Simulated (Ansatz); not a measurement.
# CCSDTQ/STO-3G run of SF2 (sulfur difluoride)

What is the electronic atomisation energy of SF2 (sulfur difluoride) at CCSDTQ/STO-3G? 

The results are computed with Ansatz 0.2.0.

33 further runs of the same task are left out: 8 that didn't finish, 25 set aside as unsound or not needed.

## Step 1: The structure to begin with

SF2 has 3 atoms, charge 0, and is taken as a singlet. As SMILES, `FSF`. Geometry: relaxed at GFN2-xTB.

Bond lengths: F1–S2 1.632 Å, S2–F3 1.632 Å. Angles: F1–S2–F3 97.2°.

## Step 2: A single-point energy at CCSDTQ/STO-3G

input.yaml

```yaml
crystal:
  periodic: [false, false, false]
  atoms:
    - {symbol: F, position_ang: [0.454740, 1.131520, 0.375070]}
    - {symbol: S, position_ang: [-0.626960, 0.131720, -0.328340]}
    - {symbol: F, position_ang: [0.172220, -1.263230, -0.046730]}
basis:
  gaussian:
    orbitals: STO-3G
magnetization:
  spin_polarized: false
  initial_magnetization: 0
correlation:
  method: ccsdtq
  frozen_orbitals: {F: 1, S: 5}
accuracy: high
scf:
  omitted_lower_state_checks: [cluster_reference, increment]
```

On the command line:

```
ansatz run input.yaml --threads 1 --pin off --max-ram 2610MiB --events-out events.jsonl --progress --plain --runs-dir runs
```

Standard output (excerpt; [...] marks lines left out):

```text
Warning: RAYON_NUM_THREADS=1 ignored (pool sized by the plan → 1); use --threads N
Functional definition: HF
  name "HF"
[...]
334 factors; integrals over basis functions are off by at most 3.5e-8 eV
[...]
mean field -16032.24078096 eV, -589.1739816573 hartree, gradient 4.6e-8 eV, S^2 0.000000; 0 other end points of the search recorded, 0 dependent functions left out
7 core orbitals not correlated: weight in the atoms' cores, before any rotation towards them, 1.000 or more for the frozen orbitals, at most 0.000 for the correlated occupied ones
reference -16032.24078096 eV, -589.1739816573 hartree; 10, 10 occupied and 2, 2 virtual orbitals, 334 factors
second order -1.59990635 eV of doubles, -0.00000000 eV of singles
cycle   1  -1.99068168 eV  change   -3.9e-1 eV  update   6.9e-2
[...]
cycle  25  -2.31491098 eV  change   -2.4e-9 eV  update   1.5e-9
Total energy: -16034.55569194 eV, -589.2590530668 hartree
Checks for a lower state left out: cluster_reference, increment
```

Wall time 6.6 s (1 thread of Arm Neoverse V1, shared host); peak memory 0.16 GiB.

## Step 3: The F atom at the same level

in.yaml

```yaml
crystal:
  periodic: [false, false, false]
  atoms:
    - {symbol: F, position_ang: [0.000000, 0.000000, 0.000000]}
basis:
  gaussian:
    orbitals: STO-3G
total_charge: 0
magnetization:
  spin_polarized: true
  initial_magnetization: 1
correlation:
  method: ccsdtq
  frozen_orbitals: {F: 1}
accuracy: high
scf:
  omitted_lower_state_checks: [cluster_reference, increment]
```

Run the same way, it converges to -97.98651 Eh (log not shown).

## Step 4: The S atom at the same level

input.yaml

```yaml
crystal:
  periodic: [false, false, false]
  atoms:
    - symbol: S
      position_ang: [0.000000, 0.000000, 0.000000]
basis:
  gaussian: {orbitals: STO-3G}
correlation: {method: ccsdtq, frozen_orbitals: {S: 5}}
magnetization: {spin_polarized: true, initial_magnetization: 2}
scf: {omitted_lower_state_checks: [cluster_reference, increment]}
accuracy: high
```

On the command line:

```
ansatz run input.yaml --threads 1 --pin off --max-ram 2610MiB --events-out events.jsonl --progress --plain --runs-dir runs
```

Standard output (excerpt; [...] marks lines left out):

```text
Warning: RAYON_NUM_THREADS=1 ignored (pool sized by the plan → 1); use --threads N
[... 2 set-up lines as earlier in the session ...]
[...]
42 factors; integrals over basis functions are off by at most 2.4e-9 eV
[...]
mean field -10697.61824501 eV, -393.1302193981 hartree, gradient 1.5e-9 eV, S^2 2.000000; 3 other end points of the search recorded, 0 dependent functions left out
5 core orbitals not correlated: weight in the atoms' cores, before any rotation towards them, 1.000 or more for the frozen orbitals, at most 0.000 for the correlated occupied ones
reference -10697.61824501 eV, -393.1302193981 hartree; 4, 2 occupied and 0, 2 virtual orbitals, 42 factors
second order 0.00000000 eV of doubles, 0.00000000 eV of singles
cycle   1  -0.00000000 eV  change     0.0e0 eV  update    0.0e0
cycle   2  -0.00000000 eV  change     0.0e0 eV  update    0.0e0
Total energy: -10697.61824501 eV, -393.1302193981 hartree
Checks for a lower state left out: cluster_reference, increment
```

Run time: 0.68 s. Hardware: 1 thread of Arm Neoverse V1, shared host.

## Step 5: Outcome

At CCSDTQ/STO-3G, 7 core orbitals frozen:

| quantity | value |
| --- | --- |
| molecule: total energy | -589.25905 Eh |
| molecule: correlation energy (7 core orbitals frozen) | -85.1 mEh |
| molecule: T1 diagnostic | 0.011 |
| F atom: total energy | -97.98651 Eh |
| F atom: correlation energy (1 core orbital frozen) | 0.0 mEh |
| F atom: ⟨S²⟩ of the reference determinant | 0.750 |
| F atom: T1 diagnostic | 0.000 |
| S atom: total energy | -393.13022 Eh |
| S atom: correlation energy (5 core orbitals frozen) | 0.0 mEh |
| S atom: ⟨S²⟩ of the reference determinant | 2.000 |
| S atom: T1 diagnostic | 0.000 |
| electronic atomisation energy | 4.240 eV |

In words: Taking the molecule apart into free atoms costs 4.24 eV (98 kcal/mol), before zero-point energy and without spin-orbit coupling. In a minimal basis such a difference can be off by several eV, whatever the method.
